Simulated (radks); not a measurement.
# Valence configurations of Os⁺

One table from this session's results is given with a row withheld; the runs are named, their logs left out.

Program: radks (a radial shooting solver on a logarithmic mesh, Libxc functionals) version 1. Level of theory: Dirac Kohn-Sham, BLYP, spin-unpolarised, spherical densities, point nucleus; open shells are shared between the two j in proportion to 2j + 1. These are calculated values, not measurements, unless marked.

**The atom as given**

| Item | Value |
| --- | --- |
| element | osmium (Z = 76) |
| charge | +1 |
| electrons | 75 |
| configuration | [Xe] 4f14 5d6 6s1 |
| others tried | 4f13 5d6 6s1 6p1; 4f14 5d5.5 6s1.5; 4f14 5d6 6p1; 4f14 5d5 6s1 6p1; 4f14 5d5 6s2; 4f14 5d6.5 6s0.5; 4f13 5d6.5 6s1.5; 4f13.5 5d6 6s1.5; 4f13 5d6 6s2 |

The outer shells:

Os⁺
```
[Xe] core
4f [↑↓][↑↓][↑↓][↑↓][↑↓][↑↓][↑↓]
5d [↑↓][↑ ][↑ ][↑ ][↑ ]
6s [↑ ]
```

Set-up of the first run:

Settings of this run:

```text
Z 76
configuration [Xe] 4f14 5d6 6s1
relativity Dirac
functional b88,lyp
spin unpolarised
j_filling average
nucleus point
c 137.035999084
```

Among the steps run: [Xe] 4f14 5d6 6s1.

One of the session's tables, all rows but one given; the rest of the session is left out.

It belongs to the step «[Xe] 4f14 5d6 6s1». Radial moments (bohr):

| level | <r> | outermost maximum (interpolated) | 90 % within | nodes |
| --- | --- | --- | --- | --- |
| 5s1/2 | 1.007 | 0.914 | 1.44 | 4 |
| 5p1/2 | 1.100 | 0.974 | 1.60 | 3 |
| 4f5/2 | ? | ? | ? | ? |
| 4f7/2 | 0.5608 | 0.408 | 0.916 | 0 |
| 5p3/2 | 1.201 | 1.06 | 1.75 | 3 |
| 5d3/2 | 1.722 | 1.33 | 2.70 | 2 |
| 5d5/2 | 1.791 | 1.37 | 2.81 | 2 |
| 6s1/2 | 2.790 | 2.40 | 4.09 | 5 |

Estimate the missing values for 4f5/2.

The run gave: <r>: 0.5526; outermost maximum (interpolated): 0.403; 90 % within: 0.902; nodes: 0. In the column «<r>» it is the lowest.
